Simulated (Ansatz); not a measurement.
# AsNH₂+ (doublet): the correlation ladder, cc-pVDZ

The task here is to estimate one member of a computed series from the others.

Computed with Ansatz 0.2.0, Gaussian basis. Level: cc-pVDZ, core rule «outside noble gas», up to 15 orbitals frozen.

The runs, in order: UHF; CCSD(T) on ROHF; CCSD(T) on UHF; BCCD(T) on ROHF; CISD; CCSDT(Q) on ROHF; CCSDT(Q) on UHF; CASSCF and MRCISD+Q, 11 electrons in 10 orbitals; CASSCF and MRCISD+Q(relaxed), 11 electrons in 10 orbitals; CASSCF and NEVPT2, 11 electrons in 10 orbitals.

18 further runs of the same task are left out: 1 for a mislabelled method, 5 that didn't finish, 12 set aside as unsound or not needed.

## The system

The geometry is a PBE0/def2-TZVP stationary point (not a proven minimum) of the parent state, kept for this charge and spin. No spin-orbit coupling is included. The filled d shell of As may be among the frozen orbitals whatever the setting's name suggests; the logs give the count.

4 atoms, charge 1, spin multiplicity 2.

Atoms are counted from 1 here; the program's logs count them from 0.

Bond lengths: N1–As2 1.638 Å, As2–H3 1.521 Å, As2–H4 1.521 Å. Angles: N1–As2–H3 127.9°, N1–As2–H4 127.9°, H3–As2–H4 104.3°.

The first run:

in.yaml reads:

```yaml
crystal:
  periodic: [false, false, false]
  atoms:
    - {symbol: N, position_ang: [0.000000, 0.000000, 1.406167]}
    - {symbol: As, position_ang: [0.000000, 0.000000, -0.231535]}
    - {symbol: H, position_ang: [0.000000, -1.200353, -1.165136]}
    - {symbol: H, position_ang: [0.000000, 1.200353, -1.165136]}
basis:
  gaussian: {orbitals: cc-pVDZ}
total_charge: 1
magnetization: {spin_polarized: true, initial_magnetization: 1}
hamiltonian: {xc: hf}
output: {orbitals: {seedname: orbitals}}
```

The run is started by

```sh
$ ansatz run in.yaml --threads 1 --pin off --events-out ev --progress --plain --max-ram 2393MiB
```

Among the steps run: UHF; CCSD(T) on ROHF; CCSD(T) on UHF; BCCD(T) on ROHF; CISD; CCSDT(Q) on ROHF; CCSDT(Q) on UHF; CASSCF and MRCISD+Q, 11 electrons in 10 orbitals; CASSCF and MRCISD+Q(relaxed), 11 electrons in 10 orbitals; CASSCF and NEVPT2, 11 electrons in 10 orbitals.

One of the session's tables, all rows but one given; the rest of the session is left out.

```
                   method  from RCCSDT(Q) (kJ/mol)
                     ROHF                   +777.4
                      UHF                   +702.9
                     RMP2                   +119.3
                     UMP2                   +175.8
                    RCCSD                    +39.0
                    UCCSD                    +38.8
                 RCCSD(T)                     +7.3
                 UCCSD(T)                    +11.3
                  BCCD(T)                     +7.7
                   RCCSDT                     +3.6
                   UCCSDT                     +3.5
                RCCSDT(Q)                        0
                UCCSDT(Q)                        ?
           CASSCF valence                   +428.2
           NEVPT2 valence                    +84.4
           MRCISD valence                    +24.5
         MRCISD+Q valence                     +0.6
MRCISD+Q(relaxed) valence                     -2.0
```

**Question.** Estimate the row for UCCSDT(Q).

**Answer.** from RCCSDT(Q) (kJ/mol): -0.2. In the column «from RCCSDT(Q) (kJ/mol)» it lies between MRCISD+Q(relaxed) valence (-2.0) and RCCSDT(Q) (0).

Not comparable, so not listed: CISD (they don't share determinant, frozen orbitals or solution with the rows shown, or repeat one).

To keep in mind: The determinant is far from a pure spin state, so its energy mixes those of several spin states (harmless only where they are near-degenerate, as at dissociation). Restricted and unrestricted rows rest on different reference determinants; where their highest levels disagree by more than a few hundredths of an eV, they describe different states and don't form one ladder.
